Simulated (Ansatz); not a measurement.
# H5InS: the cost of one run

Program: Ansatz 0.2.0, driven from Python. Level of theory: r2SCAN0/def2-SVP. These are calculated values, not measurements.

### 1 The system

Bond lengths: S1–In2 2.441 Å, S1–H3 1.361 Å, S1–H4 1.361 Å, In2–H5 1.813 Å, In2–H6 1.816 Å, In2–H7 1.835 Å. Angles: S1–In2–H5 110.6°, S1–In2–H6 110.0°, S1–In2–H7 108.2°, H5–In2–H6 109.7°, H5–In2–H7 109.4°, H6–In2–H7 108.8°, In2–S1–H3 108.4°, In2–S1–H4 108.1°, H3–S1–H4 114.9°.

The script holds or builds the structure itself.

### 2 Script

Contents of torsion_h5ins.py:

```python
import warnings

import ansatz as az
from ase import Atoms


def main() -> None:
    warnings.simplefilter('ignore', az.DeckWarning)

    atoms = Atoms(['S', 'In', 'H', 'H', 'H', 'H', 'H'], positions=[
        (-0.5422, -1.4537, 0.021),
        (0.1205, 0.8851, -0.2058),
        (-0.9587, -1.6595, 1.2999),
        (0.5052, -2.2295, -0.3723),
        (-0.9532, 1.7414, -1.3898),
        (0.0358, 1.7131, 1.408),
        (1.8538, 0.9351, -0.8066),
    ])

    first = (
        az.Crystal.molecule_from_ase(atoms).calculation()
        .basis(gaussian='def2-SVP')
        .functional('R2SCAN0')
        .relax(force_tolerance=0.02, max_steps=80)
    )
    atoms.positions = first.run(threads=1).report['positions_ang']

    start = atoms.get_dihedral(4, 1, 0, 2)
    energies = {}
    for turn in range(0, 360, 30):
        turned = atoms.copy()
        turned.set_dihedral(4, 1, 0, 2, start + turn, indices=[0, 2, 3])
        calc = (
            az.Crystal.molecule_from_ase(turned).calculation()
            .basis(gaussian='def2-SVP')
            .functional('R2SCAN0')
        )
        energies[round((start + turn) % 360)] = calc.run(threads=1).report['free_energy_ev']
    floor = min(energies.values())
    print('dihedral H4-In1-S0-H2 (deg)   E - E(min) (kJ/mol)')
    for angle, e in sorted(energies.items()):
        print(f'{angle:8d} {96.485332 * (e - floor):14.3f}  ' + '#' * int(30 * (e - floor) / max(max(energies.values()) - floor, 1e-9)))


if __name__ == '__main__':
    main()
```

### 3 The input behind the calls

The engine receives this input (first run):

```yaml
crystal:
  periodic: [false, false, false]
  atoms:
    - { symbol: S, position_ang: [-0.5422, -1.4537, 0.021] }
    - { symbol: In, position_ang: [0.1205, 0.8851, -0.2058] }
    - { symbol: H, position_ang: [-0.9587, -1.6595, 1.2999] }
    - { symbol: H, position_ang: [0.5052, -2.2295, -0.3723] }
    - { symbol: H, position_ang: [-0.9532, 1.7414, -1.3898] }
    - { symbol: H, position_ang: [0.0358, 1.7131, 1.408] }
    - { symbol: H, position_ang: [1.8538, 0.9351, -0.8066] }
basis:
  gaussian:
    orbitals: def2-SVP
hamiltonian:
  xc: r2scan0
relax:
  f_tol: 0.02
  max_steps: 80
```

### 4 Launch

Run with:

```bash
> python torsion_h5ins.py
```

**Question.** How long does this script take on 1 thread of Arm Neoverse V1, shared host, and how much memory does it need?

About 71 s, with a peak of 0.23 GiB.
